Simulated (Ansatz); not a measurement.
# SiO (Pm-3m) in Ansatz: band structure with HSEsol

Aim: the band structure of SiO with HSEsol.

All numbers are computed with Ansatz 0.2.0; they aren't measurements. Logs are shortened: lines on timing, memory, paths and dates and some standing lists are left out, and cuts for length are marked.

### Step 1. Starting point

Symmetry: Pm-3m, No. 221, cubic system. The conventional cell has a = 2.807 Å, b = 2.807 Å, c = 2.807 Å, α = 90.00°, β = 90.00°, γ = 90.00°. Si (site symmetry m-3m) is surrounded by 8 O at 2.43 Å. O (site symmetry m-3m) is surrounded by 8 Si at 2.43 Å.

The cell was built by a generator and needn't be a form met in nature.

### Step 2. Band structure, HSEsol

Input file input.yaml:

```yaml
crystal:
  lattice:
    - [2.80697, 0.0, 0.0]
    - [0.0, 2.80697, 0.0]
    - [0.0, 0.0, 2.80697]
  atoms:
    - { symbol: Si, position: [0.0, 0.0, 0.0] }
    - { symbol: O, position: [0.5, 0.5, 0.5] }
hamiltonian:
  xc:
    exchange: hjs_pbesol
    correlation: pbesol
    exx: { coeff: 0.25, omega: 0.207 }
  pseudopotentials: { kind: paw }
kpoints:
  mp_grid: { grid: [5, 5, 5] }
  band_path:
    path:
      - [[0.0, 0.0, 0.0], [0.0, 0.5, 0.0], [0.5, 0.5, 0.0], [0.0, 0.0, 0.0], [0.5, 0.5, 0.5], [0.0, 0.5, 0.0]]
      - [[0.5, 0.5, 0.0], [0.5, 0.5, 0.5]]
    npoints: 4
scf:
  occupations: { method: fermi_dirac, width: 0.05 }
  n_extra_bands: 6
output:
  forces: true
  stress: true
  eigenvalues: true
  fatbands: false
  write_density: true
  write_potential: true
  elf: true
  volumetric_format: npy
```

Potentials or basis: Ansatz PAW.

Started as:

```
ansatz run input.yaml --threads 2 --pin off --max-ram 5632MiB --backend cpu --events-out ev --progress --plain --runs-dir out
```

The program printed:

```text
Warning: output.stress: scf.convergence.dr2_threshold = 1e-7 eV (the SCF's general default) is looser than the 2e-10 eV advised for a printed stress (1e-10 eV for each atom of the cell: 2). What an SCF threshold leaves in a stress goes as its square root, and in the free energy as the threshold itself, and one threshold admits the most on a small cell: of the crystals measured, under no hybrid functional and no lock of the moments, on runs that ended without the residual-converged pass, on stresses that held no estimate of that error, the worst erred by over 100 MPa in a component at 1e-7 eV an atom and by under 5 at 1e-10. Set scf.convergence.dr2_threshold to 2e-10 eV or tighter. The threshold is an SCF's pass mark: one that does not reach it within its budget of iterations ends unconverged, or closes short of it on a stop that the run arms, and scf.convergence.dr2_threshold's page says what that costs each kind of run
Warning: output.stress: scf.exx.energy_threshold = 1e-6 eV is looser than the 2e-8 eV advised for a stress under a hybrid functional (1e-8 eV for each atom of the cell: 2). Every SCF of the exchange loop can meet its threshold on dr2 while the loop round them stops early: no threshold on dr2 bounds what that leaves in the stress. Set scf.exx.energy_threshold to 2e-8 eV or tighter. The threshold is the loop's pass mark: a loop that does not reach it within its budget of cycles ends unconverged, and scf.exx.energy_threshold's page has the law
Warning: RAYON_NUM_THREADS=2 ignored (pool sized by the plan → 2); use --threads N
scf.n_extra_bands = 6 over 5 filled bands (N_el = 10.0): the run solves 11 bands
Engine: ansatz 0.2.0, aarch64-unknown-linux-gnu
Pseudopotentials: kind: paw
Pseudopotential: Si, paw, valence charge 4, recommended cutoff 420 eV (normal), Si.paw.azcp
Pseudopotential: O, paw, valence charge 6, recommended cutoff 420 eV (normal), O.paw.azcp
Functional definition: unnamed
  parameter a_1 = 0.25
  parameter omega_1 = 0.207/angstrom
  exchange = pbe_x(mu = 0.12345679012345678) + (-a_1)*hjs_pbesol_x_sr(omega_1) + a_1*exact_x_sr(omega_1)
  correlation = pbe_c(beta = 0.046)
Crystal: 2 atoms, lattice volume = 22.116 Å³
Basis set: ecut = 420 eV, 461 PW (Γ), exchange–correlation on 40×40×40 points (8 copies of the dense FFT grid, shifted against one another)
Bands: 11, of which v1, the nominal top of the filled ones, is band 5 counted from 1 (4 counted from 0)
Symmetry: 48 space group operations
Space group: Pm-3m (ITA 221), of the structure as read, at distance tolerance 2.8e-5 Å
k-points: 10 of 125
Non-local potential: Si, projectors of the file, l = 0: 2, l = 1: 2, l = 2: 2
Non-local potential: O, projectors of the file, l = 0: 2, l = 1: 2, l = 2: 1
PAW form: soft (Blöchl's): semilocal exchange-correlation on the pseudo side does not see the compensation charge
PAW frozen core: Si, regenerated for the run's functional, and the local potential with it (the file was generated under x = pbe(κ = 0.804, μ = 0.2195149727645171), c = pbe(β = 0.06672455060314922))
PAW frozen core: O, regenerated for the run's functional, and the local potential with it (the file was generated under x = pbe(κ = 0.804, μ = 0.2195149727645171), c = pbe(β = 0.06672455060314922))
PAW one-centre angular grid: Si, 110 points (default); XC on 64 Gauss nodes
PAW one-centre angular grid: O, 110 points (default); XC on 64 Gauss nodes
Initial density: superposition of atomic densities (neutral atoms: chi_scale 0, normalization atom), corrected by the library's trained network
Initial wavefunctions: pseudopotential atomic-orbital guess
Functional: x = pbesol(κ = 0.804, μ = 0.12345679012345678), c = pbesol(β = 0.046), warm-up for x = hjs_pbesol + 0.25 (exact − hjs_pbesol) at short range (ω = 0.207 Å⁻¹), c = pbesol(β = 0.046)
SCF iter   1: F=—  HF=-1179.974687 eV  |F-HF|=—  |Δ(HF+E_count)|=         —  Δρ=4.11e-3  dr2=4.88e-3  ethr=1.77e-3  ⟨swp⟩=6.5  Hψ=506  notcnv=0
preconditioner: auto → none  [insulator: Δε(μ)=0.288 eV  Ē_g=15.799 eV  σ=0.050 eV  W_gap=0.89  n_scr=6 (ndim 8)  ℏωp=25.0 eV  f_vac=0.000  D(μ)=0.39/eV (n_scr^D=0)]
[... 25 lines left out ...]
Frozen-core exchange: fock
SCF iter   1: F=—  HF=-1185.848438 eV  |F-HF|=—  |Δ(HF+E_count)|=         —  Δρ=4.28e-5  dr2=4.82e-7  ethr=9.14e-7  ⟨swp⟩=3.8  Hψ=285  notcnv=0
preconditioner: auto → none  [insulator: Δε(μ)=0.956 eV  Ē_g=17.842 eV  σ=0.050 eV  W_gap=1.00  n_scr=6 (ndim 8)  ℏωp=25.0 eV  f_vac=0.000  D(μ)=0.00/eV (n_scr^D=0)]
SCF iter   2: F=—  HF=-1185.848439 eV  |F-HF|=—  |Δ(HF+E_count)|=   5.36e-7  Δρ=4.18e-5  dr2=4.57e-7  ethr=3.09e-9  ⟨swp⟩=3.4  Hψ=211  notcnv=0
SCF iter   3: F=-1185.848439 eV  HF=-1185.848439 eV  |F-HF|=3.10e-10  |Δ(HF+E_count)|=   1.06e-7  Δρ=6.07e-6  dr2=3.62e-9  ethr=3.09e-9  ⟨swp⟩=2.1  Hψ=164  notcnv=0
SCF 3 converged in 3 iterations: F = -1185.848439 eV  dr2 = 3.62e-9
  Residual-converged pass: ⟨swp⟩=4.0  Hψ=223  notcnv=0  max |occ|·‖R‖ = 2.2e-6 eV (tolerance 2.4e-6 eV)  dr2=3.54e-9  dr2_onsite=9.23e-10  max |Δocc| = 9.2e-13
hybrid outer 2: dexx = +4.765e-7 eV, tail = 1.10e-8 eV, Δε = 3.54e-3 eV (about 1.10e-4 eV left of the loop's levels)
NSCF: frozen V_eff on 26 k-points
hybrid SCF converged: 2 outer / 9 inner (+6 warm-up), last move |dexx| = 4.76e-7 eV, tail = 1.10e-8 eV
Stability not checked: this state was not tested for a lower state beside it, because the functional holds exact exchange (a hybrid, or Hartree-Fock), whose exchange loop this test does not read (fock_operator; see scf.lower_state_search)
Free energy (F): -1185.848439 eV
Frozen-core exchange: fock
Harris-Foulkes:  -1185.848439 eV  (|F-HF|=3.10e-10)
Internal energy: -1185.848424 eV  (E = F + TS)
E sigma→0 (E₀):  -1185.848431 eV
Entropy (-TS):   -0.000015 eV (-0.008 meV/atom)
Fermi energy:    9.186809 eV
--- Per-component energies (eV) ---
  E_band       = 8.151825
  E_kinetic    = 210.972754
  E_local      = -336.116167  (includes V_loc(G=0)·N_el)
  E_nonlocal   = 73.447395
  E_hartree    = 125.036265
  E_xc         = -103.320086
  E_vxc        = -112.585677  (∫ρ·V_xc dr)
  E_exx        = -23.754403  (= α·E_x^exact, valence–valence)
  E_paw        = -654.912947  (= ΣΔE_a)
  E_vpaw       = -30.132609  (= ΣTr[D̂ρ^β])
  E_aug_tail   = 0.002287  (compensation charges beyond the density's cutoff)
  E_ewald      = -477.169429
  E_core_change = -0.034102  (= ΣΔE_core)
  E_smearing   = -0.000015  (= −TS)
  E_closure    = 0.000009  (closes the sum)
  Σ components = -1185.848439   (vs F -1185.848439, Δ=2.27e-13)
--- Forces (eV/Å), atoms counted from 1 ---
  atom   1  Si    -0.00000000     0.00000000     0.00000000
  atom   2  O      0.00000000    -0.00000000     0.00000000
  max |Σ_I F_I| component: 1.40e-29 eV/Å
--- Stress (GPa, compression-positive) ---
       -4.747605       0.000000       0.000000
        0.000000      -4.747605       0.000000
        0.000000       0.000000      -4.747605
  P = ⅓ Tr σ = -4.7476 GPa (-47.476 kbar)
--- Band table (eV; the first three rows and the last of 10) ---
  k-point 0: bands = ["-12.9369", "1.3614", "5.2277", "5.2277", "5.2277", "15.9284", "15.9284", "18.5558", "18.5558", "18.5558", "29.5926"]
  k-point 1: bands = ["-12.5558", "-0.1248", "5.5115", "5.5115", "5.8813", "14.1701", "16.5920", "18.0503", "18.0503", "21.4538", "28.0046"]
  k-point 2: bands = ["-11.8068", "-2.2993", "6.0291", "6.0291", "7.7142", "11.1802", "17.0751", "17.0751", "18.1991", "24.9799", "26.3516"]
  k-point 9: bands = ["-10.4109", "2.1547", "3.2494", "3.2494", "6.8333", "9.6777", "9.6777", "12.6563", "22.4193", "23.3296", "23.3296"]
```

Wall time 25 s (2 threads of Arm Neoverse V1, shared host); peak memory 0.49 GiB.

What came out:

| Property | Result |
| --- | --- |
| Free energy | -1185.8484 eV |
| Pressure | -4.7 GPa |
| Band gap along the path | none (metal or under the smearing width) |

Levels at the corners of the path, in eV from the Fermi level:
| point | band 2 | band 3 | band 4 | band 5 | band 6 | band 7 | band 8 | band 9 |
| --- | --- | --- | --- | --- | --- | --- | --- | --- |
| Γ | -7.83 | -3.96 | -3.96 | -3.96 | 6.74 | 6.74 | 9.37 | 9.37 |
| X | -11.85 | -3.06 | -3.06 | -0.72 | 1.07 | 7.70 | 7.70 | 9.45 |
| M | -8.16 | -8.16 | -5.88 | -2.48 | 4.91 | 4.91 | 9.24 | 10.27 |
| Γ | -7.83 | -3.96 | -3.96 | -3.96 | 6.74 | 6.74 | 9.37 | 9.37 |
| R | -5.82 | -5.82 | -5.82 | -1.05 | -0.43 | -0.43 | -0.43 | 14.21 |
| X | -11.85 | -3.06 | -3.06 | -0.72 | 1.07 | 7.70 | 7.70 | 9.45 |
| M | -8.16 | -8.16 | -5.88 | -2.48 | 4.91 | 4.91 | 9.24 | 10.27 |
| R | -5.82 | -5.82 | -5.82 | -1.05 | -0.43 | -0.43 | -0.43 | 14.21 |

Caveat: the k mesh is coarse (spacing up to 0.45 Å⁻¹), so the values aren't converged, least of all with exact exchange; the pressure holds a Pulay correction of +0.4 GPa for the finite cutoff; the PAW data sets come from PBE, with cores solved anew for the run's functional, which leaves a small shift of forces and pressure; the thresholds are loose for stress.
